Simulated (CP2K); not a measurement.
The system is GeCN2.

```
CELL_PARAMETERS angstrom
5.34003 0.00000 0.00000
4.13491 3.37912 0.00000
4.13491 1.47466 3.04036
ATOMIC_POSITIONS crystal
Ge 0.00000 0.00000 0.00000
N 0.58390 0.58390 0.58390
N 0.41610 0.41610 0.41610
C 0.50000 0.50000 0.50000
```

The cell comes from a database or a generator and needn't be the stable form of this composition.

| Property | Result |
| --- | --- |
| Program | CP2K 2026.2 |
| Task | single point |
| Functional | PBE |
| Potentials or basis | POTENTIAL_UZH Ge GTH-PBE-q4, N GTH-PBE-q5, C GTH-PBE-q4; TZVP-MOLOPT-PBE-GTH basis |
| Density cutoff | 6123 eV |
| k mesh | 9 × 9 × 9 |
| Occupations | fermi-dirac, width 0.05 eV |
| Spin | no spin polarisation |

On this cell: pressure 0.9 GPa; largest force 0.246 eV/Å; band gap on the k mesh 1.14 eV, indirect (least direct gap 2.00 eV).

The same run follows on a disturbed copy (atoms moved at random, drawn with an rms of 0.05 Å):

```
Ge N C
1.0
     5.34003    0.00000    0.00000
     4.13491    3.37912    0.00000
     4.13491    1.47466    3.04036
Ge N C
1 2 1
Direct
  0.00996 0.00375 0.99020
  0.57323 0.58789 0.58586
  0.41225 0.40538 0.44245
  0.49424 0.51495 0.48816
```

Q: What changes?

A: The energy moves by +63.1 meV/atom; pressure 8.3 GPa; largest force 5.857 eV/Å; band gap on the k mesh 1.22 eV, indirect (least direct gap 2.00 eV).

Forces in eV/Å, atoms in the order of the input:
```
Ge  -0.459 -0.199 -0.083
N    1.898  0.824  0.074
N   -5.375 -1.910 -1.327
C    3.953  1.291  1.340
```

Stress tensor (GPa, compression positive):
```
21.38  8.70  2.86
 8.70  2.95  1.39
 2.86  1.39  0.48
```

Caveats: an odd mesh through Γ misses points on the zone boundary, where band edges often lie; the basis of atomic orbitals isn't converged, which shifts pressures, moduli and gaps.
